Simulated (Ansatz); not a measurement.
# Na2NiO2: the cost of one run

Computed with Ansatz 0.2.0 (DFT PBEsol+U (U_eff = 2 eV on Ni d), plane waves, PAW, unless a step's input says otherwise).

### 1 The starting structure

The structure is orthorhombic, space group Cmc2_1 (No. 36). Conventional cell: a = 2.820 Å, b = 10.140 Å, c = 8.280 Å, α = 90.00°, β = 90.00°, γ = 90.00°. Na (site symmetry m) is surrounded by 4 O at 2.30 to 2.38 Å. Around Na (site symmetry m) lie 5 O at 2.31 to 2.54 Å. Ni (site symmetry m) has 4 O at 1.89 to 1.90 Å in its first shell of neighbours. Around O (site symmetry m) lie 2 Ni at 1.90 Å and 4 Na at 2.30 to 2.38 Å. Around O (site symmetry m) lie 2 Ni at 1.89 Å and 5 Na at 2.31 to 2.54 Å.

Coordinates:

```cif
data_structure
_symmetry_space_group_name_H-M 'Cmc2_1'
_symmetry_Int_Tables_number 36
_cell_length_a 2.8200
_cell_length_b 10.1400
_cell_length_c 8.2800
_cell_angle_alpha 90.000
_cell_angle_beta 90.000
_cell_angle_gamma 90.000
_cell_volume 236.76
loop_
_atom_site_label
_atom_site_type_symbol
_atom_site_symmetry_multiplicity
_atom_site_Wyckoff_symbol
_atom_site_fract_x
_atom_site_fract_y
_atom_site_fract_z
_atom_site_occupancy
Na1 Na 4 a 0.00000 0.39440 0.65260 1
Na2 Na 4 a 0.00000 0.14790 0.83060 1
Ni1 Ni 4 a 0.00000 0.12190 0.50000 1
O1 O 4 a 0.00000 0.47990 0.90990 1
O2 O 4 a 0.00000 0.27950 0.09220 1
```

An earlier series on this cell reached its lowest free state from «antiferromagnetic start, free», perhaps among other starts (it ended with site moments under 0.05 μB).

### 2 Antiferromagnetic site moments held at first, then free

input.yaml reads:

```yaml
crystal:
  lattice:
    - [1.41000011, -5.0700004, 0.0]
    - [1.41000011, 5.0700004, 0.0]
    - [0.0, 0.0, 8.28000065]
  atoms:
    - { symbol: Na, position: [0.6056, 0.3944, 0.3474] }
    - { symbol: Na, position: [0.3944, 0.6056, 0.8474] }
    - { symbol: Na, position: [0.8521, 0.1479, 0.1694] }
    - { symbol: Na, position: [0.1479, 0.8521, 0.6694] }
    - { symbol: Ni, position: [0.8781, 0.1219, 0.5], spin: 2.0 }
    - { symbol: Ni, position: [0.1219, 0.8781, 0.0], spin: -2.0 }
    - { symbol: O, position: [0.5201, 0.4799, 0.0901] }
    - { symbol: O, position: [0.4799, 0.5201, 0.5901] }
    - { symbol: O, position: [0.7205, 0.2795, 0.9078] }
    - { symbol: O, position: [0.2795, 0.7205, 0.4078] }
basis:
  ecutwfc: 420
  ecutrho_ratio: 4
kpoints:
  mp_grid: { grid: [7, 7, 3] }
hamiltonian:
  xc: pbesol
  hubbard:
    sites:
      - { site: 4, l: d, u_eff: 2.0, starting_ns: [{ spin: up, occupation_matrix: s4up }, { spin: down, occupation_matrix: s4down }] }
      - { site: 5, l: d, u_eff: 2.0, starting_ns: [{ spin: up, occupation_matrix: s5up }, { spin: down, occupation_matrix: s5down }] }
    occupation_matrices:
      s4up:
        matrix:
          - [0.97, 0.0, 0.0, 0.0, 0.0]
          - [0.0, 0.97, 0.0, 0.0, 0.0]
          - [0.0, 0.0, 0.97, 0.0, 0.0]
          - [0.0, 0.0, 0.0, 0.97, 0.0]
          - [0.0, 0.0, 0.0, 0.0, 0.97]
      s4down:
        matrix:
          - [0.74771, 0.0, 0.35732, 0.18463, 0.0]
          - [0.0, 0.63001, 0.0, 0.0, -0.45541]
          - [0.35732, 0.0, 0.39564, -0.29678, 0.0]
          - [0.18463, 0.0, -0.29678, 0.81665, 0.0]
          - [0.0, -0.45541, 0.0, 0.0, 0.35999]
      s5up:
        matrix:
          - [0.74771, 0.0, -0.35732, 0.18463, 0.0]
          - [0.0, 0.63001, 0.0, 0.0, 0.45541]
          - [-0.35732, 0.0, 0.39564, 0.29678, 0.0]
          - [0.18463, 0.0, 0.29678, 0.81665, 0.0]
          - [0.0, 0.45541, 0.0, 0.0, 0.35999]
      s5down:
        matrix:
          - [0.97, 0.0, 0.0, 0.0, 0.0]
          - [0.0, 0.97, 0.0, 0.0, 0.0]
          - [0.0, 0.0, 0.97, 0.0, 0.0]
          - [0.0, 0.0, 0.0, 0.97, 0.0]
          - [0.0, 0.0, 0.0, 0.0, 0.97]
    ns_hold: { iters: 8 }
scf:
  occupations: { method: gaussian, width: 0.05 }
  lower_state_search: "off"
  max_iter: 150
output:
  forces: true
  stress: true
  eigenvalues: true
  populations: true
  hubbard: { sites: [{ site: 4, l: d }, { site: 5, l: d }] }
magnetization:
  spin_polarized: true
  spin_locking: { lock_spins: true, n_iters: 12 }
```

The typed matrices put 0.97 on the chosen orbitals and 0.02 on the others, and are held for 8 cycles. The lock is temporary (n_iters 12) and is released on the way.

Run with:

```sh
ansatz run input.yaml --threads 8 --pin off --max-ram 12288MiB --backend cpu --events-out ev --progress --plain --runs-dir out
```

Q: Estimate wall time and peak memory on 8 threads of Arm Neoverse V1, shared host.

About 38 s, with a peak of 0.98 GiB.
